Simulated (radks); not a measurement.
# Ca³⁺ in [He] 2s2 2p4 3s2 3p5 4s2: an all-electron calculation

The task here is to estimate one member of a computed series from the others.

Method: scalar-relativistic Kohn-Sham, PBE, spin-unpolarised, spherical densities, finite nucleus. Code: radks (a radial shooting solver on a logarithmic mesh, Libxc functionals) version 1.

## The system

| Item | Value |
| --- | --- |
| element | calcium (Z = 20) |
| charge | +3 |
| electrons | 17 |
| configuration | [He] 2s2 2p4 3s2 3p5 4s2 |
| nuclear rms radius | 3.4776 fm |

The outer shells:

Ca³⁺
```
[He] core
2s [↑↓]
2p [↑↓][↑ ][↑ ]
3s [↑↓]
3p [↑↓][↑↓][↑ ]
4s [↑↓]
```

The first run:

The run's settings:

```text
Z 20
configuration [He] 2s2 2p4 3s2 3p5 4s2 3d0 4p0 5s0 4f0
relativity scalar-relativistic
functional pbe,pbe
spin unpolarised
nucleus finite rms 3.4776 fm
c 137.035999084
```

On the command line:

```
python run_ks.py task.json out
```

This one command runs every case of the session in turn.

One table of the session follows, with a row left open; its other results are not shown here.

It belongs to the step «Radial structure». Radial moments (bohr):

| level | <r> | outermost maximum (interpolated) | 90 % within | nodes |
| --- | --- | --- | --- | --- |
| 1s | 0.07675 | 0.0503 | 0.137 | 0 |
| 2s | 0.3516 | 0.293 | 0.544 | 1 |
| 2p | 0.3115 | 0.239 | 0.510 | 0 |
| 3s | 1.012 | 0.901 | 1.49 | 2 |
| 3p | 1.042 | 0.909 | 1.57 | 1 |
| 3d | 1.072 | 0.837 | 1.72 | 0 |
| 4s | 2.503 | 2.32 | 3.58 | 3 |
| 4p | ? | ? | ? | ? |
| 5s | 4.877 | 4.80 | 6.83 | 4 |
| 4f | 3.947 | 3.42 | 5.88 | 0 |

**Question.** Estimate the row for 4p.

The run gave: <r>: 2.732; outermost maximum (interpolated): 2.52; 90 % within: 3.94; nodes: 2. In the column «<r>» it lies between 4s (2.503) and 4f (3.947).
